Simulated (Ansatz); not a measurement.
## AlSn under changes of volume

One of the cells (25.236 Å³/atom); the others are scaled copies at fixed shape and fractional positions:

```xyz
2
Lattice="4.1981 0.0000 0.0000 -2.0991 3.6357 0.0000 0.0000 0.0000 3.3068" Properties=species:S:1:pos:R:3 pbc="T T T"
Sn    0.0000    2.4238    1.6534
Al    0.0000    0.0000    0.0000
```

The cell comes from a database or a generator and needn't be the stable form of this composition.

```yaml
Program: Ansatz 0.2.0
Functional: LDA
Potentials_or_basis: Ansatz PAW
Cutoff: "420 eV (not typed: the program's choice for these potentials)"
k_mesh: 7 × 7 × 8
Occupations: fermi-dirac, width 0.05 eV
Spin: no spin polarisation
```

```tsv
volume (Å³/atom)	energy over the lowest point (meV/atom)	pressure (GPa)
23.722	0.00	0.2
24.227	1.23	-1.0
24.731	?	?
25.236	14.13	-3.0
25.741	24.98	-3.9
26.245	38.21	-4.6
26.750	53.54	-5.2
```

Q: What does the run at 24.731 Å³/atom give?

A: Energy over the lowest point 6.08 meV/atom; pressure -2.1 GPa.

Worked out: A Birch-Murnaghan fit of order 3 (a polynomial in V^(-2/3)) to the other rows has its minimum at 23.82 Å³/atom with B0 = V·E''(V) = 61 GPa and B' = 5.4 at fixed shape and positions, which overstates the stiffness. It gives 6.08 meV/atom at 24.731 Å³/atom, against the run's 6.08, and -dE/dV = -2.1 GPa, against -2.1.

Energies are extrapolated to zero smearing.

Caveats: the PAW data sets come from PBE, with cores solved anew for the run's functional, which leaves a small shift of forces and pressure.
